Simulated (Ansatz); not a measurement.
# GaSiH3F2 (SMILES [F][Ga]([F])[SiH3]) at revPBE/6-31G(d) (spherical functions)

What is the vertical ionisation energy of GaSiH3F2 at revPBE/6-31G* (spherical functions)? 

The calculation is run with Ansatz 0.2.0.

78 further runs of the same task are left out: 1 that didn't finish, 77 set aside as unsound or not needed. Runs told in other sessions of the task aren't counted.

### Step 1. The structure to begin with

GaSiH3F2 has 7 atoms, charge 0, and is taken as a singlet. As SMILES, `[F][Ga]([F])[SiH3]`. Geometry: relaxed at PBE0-D4/def2-TZVP.

Bond lengths: F1–Ga2 1.750 Å, Ga2–F3 1.749 Å, Ga2–Si4 2.387 Å, Si4–H5 1.483 Å, Si4–H6 1.483 Å, Si4–H7 1.484 Å. Angles: F1–Ga2–F3 110.4°, F1–Ga2–Si4 124.5°, F3–Ga2–Si4 125.2°, Ga2–Si4–H5 109.3°, Ga2–Si4–H6 108.8°, Ga2–Si4–H7 107.8°, H5–Si4–H6 110.6°, H5–Si4–H7 110.2°, H6–Si4–H7 110.0°.

### Step 2. The energy at revPBE/6-31G(d) (spherical functions)

The input, run.yaml:

```yaml
basis:
  gaussian: {orbitals: 6-31G_st_-spherical.json}
crystal:
  periodic: [false, false, false]
  atoms:
    - symbol: F
      position_ang: [0.337700, -1.716900, 2.042000]
    - symbol: Ga
      position_ang: [0.749800, -0.872200, 0.566000]
    - symbol: F
      position_ang: [2.304600, -1.409500, -0.029300]
    - symbol: Si
      position_ang: [-0.636100, 0.761900, -0.486900]
    - symbol: H
      position_ang: [0.191200, 1.594100, -1.392900]
    - symbol: H
      position_ang: [-1.267600, 1.599600, 0.561500]
    - symbol: H
      position_ang: [-1.679500, 0.043100, -1.260400]
hamiltonian: {xc: {name: revPBE}}
accuracy: high
output: {orbitals: {seedname: orbitals}}
```

The basis set 6-31G* is read from a file made from the Basis Set Exchange's data (not shown).

Started as:

```
$ ansatz run run.yaml --threads 1 --pin off --max-ram 3480MiB --events-out events.jsonl --progress --plain --runs-dir runs
```

The log of the run:

```text
Warning: RAYON_NUM_THREADS=1 ignored (pool sized by the plan → 1); use --threads N
Functional definition: revPBE
  name "revPBE"
  parameter kappa = 1.245
  parameter beta = 0.06672455060314922
  exchange = pbe_x(kappa = kappa, mu = beta*pi^2/3)
  correlation = pbe_c(beta = beta)
1770 factors; integrals over basis functions are off by at most 5.7e-9 eV
mean field evaluation 1: about -65720.0059 eV, gradient 5.6e1 eV
mean field evaluation 2: about -65682.4056 eV, gradient 1.6e2 eV
mean field evaluation 4: about -65724.7678 eV, gradient 8.9e0 eV
mean field evaluation 8: about -65724.8643 eV, gradient 5.1e-1 eV
mean field evaluation 16: about -65724.8649 eV, gradient 2.3e-5 eV
mean field -65724.86489201 eV, -2415.3442348679 hartree, gradient 6.5e-8 eV, S^2 0.000000; 0 other end points of the search recorded, 0 dependent functions left out
reference -65724.86489783 eV, -2415.3442350819 hartree; 33, 33 occupied and 51, 51 virtual orbitals, 1770 factors
Total energy: -65724.86489783 eV, -2415.3442350819 hartree
```

Wall time 12 s (1 thread of Arm Neoverse N1, shared host); peak memory 0.21 GiB.

### Step 3. The doublet cation, same level

The input, in.yaml:

```yaml
basis:
  gaussian: {orbitals: 6-31G_st_-spherical.json}
crystal:
  periodic: [false, false, false]
  atoms:
    - {symbol: F, position_ang: [0.337700, -1.716900, 2.042000]}
    - {symbol: Ga, position_ang: [0.749800, -0.872200, 0.566000]}
    - {symbol: F, position_ang: [2.304600, -1.409500, -0.029300]}
    - {symbol: Si, position_ang: [-0.636100, 0.761900, -0.486900]}
    - {symbol: H, position_ang: [0.191200, 1.594100, -1.392900]}
    - {symbol: H, position_ang: [-1.267600, 1.599600, 0.561500]}
    - {symbol: H, position_ang: [-1.679500, 0.043100, -1.260400]}
output: {orbitals: {seedname: orbitals}}
accuracy: high
total_charge: 1
hamiltonian: {xc: {name: revPBE}}
magnetization: {spin_polarized: true, initial_magnetization: 1}
```

The basis set 6-31G* is read from a file made from the Basis Set Exchange's data (not shown).

Started as:

```
$ ansatz run in.yaml --threads 1 --pin off --max-ram 3480MiB --events-out events.jsonl --progress --plain --runs-dir runs
```

The log of the run (excerpt; [...] marks lines left out):

```text
Warning: RAYON_NUM_THREADS=1 ignored (pool sized by the plan → 1); use --threads N
[... 6 set-up lines as earlier in the session ...]
1769 factors; integrals over basis functions are off by at most 5.7e-9 eV
mean field evaluation 1: about -65697.7178 eV, gradient 7.0e1 eV
mean field evaluation 2: about -65283.3586 eV, gradient 2.6e2 eV
mean field evaluation 4: about -65699.6614 eV, gradient 5.1e1 eV
mean field evaluation 8: about -65714.1355 eV, gradient 2.5e0 eV
mean field evaluation 16: about -65714.1721 eV, gradient 1.6e-3 eV
mean field evaluation 32: about -65711.0184 eV, gradient 1.3e1 eV
mean field -65714.17212868 eV, -2414.9512830632 hartree, gradient 7.1e-8 eV, S^2 0.752502; 4 other end points of the search recorded, 0 dependent functions left out
reference -65714.17213478 eV, -2414.9512832874 hartree; 33, 32 occupied and 51, 52 virtual orbitals, 1769 factors
Total energy: -65714.17213478 eV, -2414.9512832874 hartree
```

Wall time 25 s (1 thread of Arm Neoverse N1, shared host); peak memory 0.28 GiB.

### Step 4. What came out

At revPBE/6-31G* (spherical functions):

```
                                          quantity           value
                    singlet GaSiH3F2: total energy  -2415.34424 Eh
                     singlet GaSiH3F2: HOMO energy        -7.55 eV
                     singlet GaSiH3F2: LUMO energy        -2.18 eV
                   singlet GaSiH3F2: HOMO–LUMO gap         5.37 eV
                      doublet cation: total energy  -2414.95128 Eh
doublet cation: HOMO energy (highest over α and β)       -14.64 eV
 doublet cation: LUMO energy (lowest over α and β)       -13.83 eV
                              doublet cation: ⟨S²⟩           0.753
vertical ionisation energy (to the doublet cation)       10.693 eV
```

What this shows: The vertical ionisation energy comes to 10.69 eV (247 kcal/mol). −ε(HOMO) before ionisation, 7.55 eV, is 3.14 eV below this ionisation energy.
